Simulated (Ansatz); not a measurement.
# C7H11N: taking an electron away

One table from this session's results is given with a row withheld; the runs are named, their logs left out.

Program: Ansatz 0.2.0, Gaussian basis. Level of theory: unrestricted cation, the program's frozen cores in correlated methods. These are calculated values, not measurements.

The runs, in order: UKS PBE-D4/def2-TZVPP; UKS r2SCAN-D4/def2-TZVPP; UKS PBE0-D4/def2-TZVPP; UKS B3LYP-D4/def2-TZVPP; UKS wB97X-V/def2-TZVPP; UKS wB97M-V/def2-TZVPP; UKS B2PLYP/def2-TZVPP; UHF-MP2/def2-TZVPP; UHF-MP2/def2-QZVPP; then −ε(HOMO) from the neutral's earlier runs with LDA (SPW92), PBE-D4, revPBE-D4, BLYP-D4, r2SCAN-D4, B97M-V, PBE0-D4, B3LYP-D4, r2SCANh-D4, r2SCAN0-D4, HSE06-D4, BHLYP-D4, CAM-B3LYP-D4, LC-ωPBE, ωB97X-V, ωB97M-V.

1 further run of the same task is left out (it didn't finish). Runs told in other sessions of the task aren't counted.

## Structure used throughout

All runs share one geometry, relaxed beforehand with PBE0-D4 in a triple-zeta def2 set.

SMILES `N#CC1CCCCC1`, 19 atoms, charge 0, spin multiplicity 1.

Atoms are counted from 1 here; the program's logs count them from 0.

Bond lengths: N1–C2 1.150 Å, C2–C3 1.460 Å, C3–C4 1.535 Å, C3–C8 1.535 Å, C3–H9 1.095 Å, C4–C5 1.521 Å, C4–H10 1.096 Å, C4–H11 1.093 Å, C5–C6 1.523 Å, C5–H12 1.093 Å, C5–H13 1.096 Å, C6–C7 1.523 Å, C6–H14 1.098 Å, C6–H15 1.093 Å, C7–C8 1.521 Å, C7–H16 1.096 Å, C7–H17 1.093 Å, C8–H18 1.093 Å and more. Angles: N1–C2–C3 179.2°, C2–C3–C4 110.4°, C2–C3–C8 110.4°, C2–C3–H9 106.5°, C4–C3–C8 110.7°, C4–C3–H9 109.3°, C8–C3–H9 109.3°, C3–C4–C5 111.7°, C3–C4–H10 107.2°, C3–C4–H11 109.9°, C5–C4–H10 109.8°, C5–C4–H11 110.9°, H10–C4–H11 107.1°, C4–C5–C6 111.4°, C4–C5–H12 109.6°, C4–C5–H13 109.2°, C6–C5–H12 110.5°, C6–C5–H13 109.5° and more.

Coordinates:

| atom | x (Å) | y (Å) | z (Å) |
| --- | --- | --- | --- |
| N1 | -1.3851 | 2.4898 | 1.2905 |
| C2 | -0.9008 | 1.4469 | 1.3202 |
| C3 | -0.2829 | 0.1240 | 1.3370 |
| C4 | 1.1711 | 0.2050 | 0.8511 |
| C5 | 1.2508 | 0.5494 | -0.6283 |
| C6 | 0.4454 | -0.4302 | -1.4716 |
| C7 | -1.0018 | -0.5075 | -1.0040 |
| C8 | -1.0903 | -0.8560 | 0.4740 |
| H9 | -0.2983 | -0.2135 | 2.3785 |
| H10 | 1.6280 | -0.7748 | 1.0286 |
| H11 | 1.7239 | 0.9316 | 1.4513 |
| H12 | 2.2966 | 0.5580 | -0.9467 |
| H13 | 0.8688 | 1.5650 | -0.7830 |
| H14 | 0.9013 | -1.4262 | -1.4030 |
| H15 | 0.4857 | -0.1414 | -2.5254 |
| H16 | -1.4940 | 0.4564 | -1.1770 |
| H17 | -1.5535 | -1.2484 | -1.5887 |
| H18 | -2.1301 | -0.8766 | 0.8086 |
| H19 | -0.6764 | -1.8559 | 0.6444 |

The first run:

Contents of in.yaml:

```yaml
crystal:
  periodic: [false, false, false]
  atoms:
    - {symbol: N, position_ang: [-1.385140, 2.489786, 1.290453]}
    - {symbol: C, position_ang: [-0.900816, 1.446926, 1.320186]}
    - {symbol: C, position_ang: [-0.282911, 0.123955, 1.336952]}
    - {symbol: C, position_ang: [1.171146, 0.204989, 0.851143]}
    - {symbol: C, position_ang: [1.250752, 0.549402, -0.628326]}
    - {symbol: C, position_ang: [0.445443, -0.430199, -1.471623]}
    - {symbol: C, position_ang: [-1.001840, -0.507478, -1.003973]}
    - {symbol: C, position_ang: [-1.090302, -0.856016, 0.474029]}
    - {symbol: H, position_ang: [-0.298294, -0.213454, 2.378505]}
    - {symbol: H, position_ang: [1.628008, -0.774810, 1.028621]}
    - {symbol: H, position_ang: [1.723855, 0.931566, 1.451286]}
    - {symbol: H, position_ang: [2.296600, 0.558036, -0.946702]}
    - {symbol: H, position_ang: [0.868825, 1.565039, -0.782986]}
    - {symbol: H, position_ang: [0.901298, -1.426196, -1.403001]}
    - {symbol: H, position_ang: [0.485688, -0.141441, -2.525355]}
    - {symbol: H, position_ang: [-1.494047, 0.456414, -1.177043]}
    - {symbol: H, position_ang: [-1.553493, -1.248396, -1.588743]}
    - {symbol: H, position_ang: [-2.130116, -0.876579, 0.808601]}
    - {symbol: H, position_ang: [-0.676354, -1.855944, 0.644376]}
basis:
  gaussian: {orbitals: def2-TZVPP}
total_charge: 1
magnetization: {spin_polarized: true, initial_magnetization: 1}
hamiltonian: {xc: pbe, dispersion: d4}
```

The run is started by

```bash
$ ansatz run in.yaml --threads 2 --pin off --events-out ev --progress --plain --max-ram 22528MiB --backend cuda --devices 0, --max-vram 18GiB
```

Steps of the session up to this table: Cation, UKS PBE-D4/def2-TZVPP; Cation, UKS r2SCAN-D4/def2-TZVPP; Cation, UKS PBE0-D4/def2-TZVPP; Cation, UKS B3LYP-D4/def2-TZVPP; Cation, UKS wB97X-V/def2-TZVPP; Cation, UKS wB97M-V/def2-TZVPP; Cation, UKS B2PLYP (frozen core)/def2-TZVPP; Cation, UHF-MP2/def2-TZVPP; Cation, UHF-MP2/def2-QZVPP.

One of the session's tables, all rows but one given; the rest of the session is left out.

Orbital estimates, from the neutral's runs:

| functional | −ε(HOMO) (eV) |
| --- | --- |
| LDA (SPW92) | 7.59 |
| PBE-D4 | 7.47 |
| revPBE-D4 | 7.41 |
| BLYP-D4 | 7.37 |
| r2SCAN-D4 | 7.73 |
| B97M-V | 7.82 |
| PBE0-D4 | 8.78 |
| B3LYP-D4 | 8.59 |
| r2SCANh-D4 | 8.22 |
| r2SCAN0-D4 | 8.95 |
| HSE06-D4 | 8.38 |
| BHLYP-D4 | ? |
| CAM-B3LYP-D4 | 10.19 |
| LC-ωPBE | 11.52 |
| ωB97X-V | 11.17 |
| ωB97M-V | 11.05 |

**Question.** Estimate the row for BHLYP-D4.

Worked estimate for «−ε(HOMO) (eV)». Against the share of exact exchange, BLYP-D4 (0, 7.37), B3LYP-D4 (0.2, 8.59) give a slope of 6.10 per unit share; at 0.5 the line stands at 10.42.

As computed: −ε(HOMO) (eV): 10.03. In «−ε(HOMO) (eV)» the line misses by +0.39.
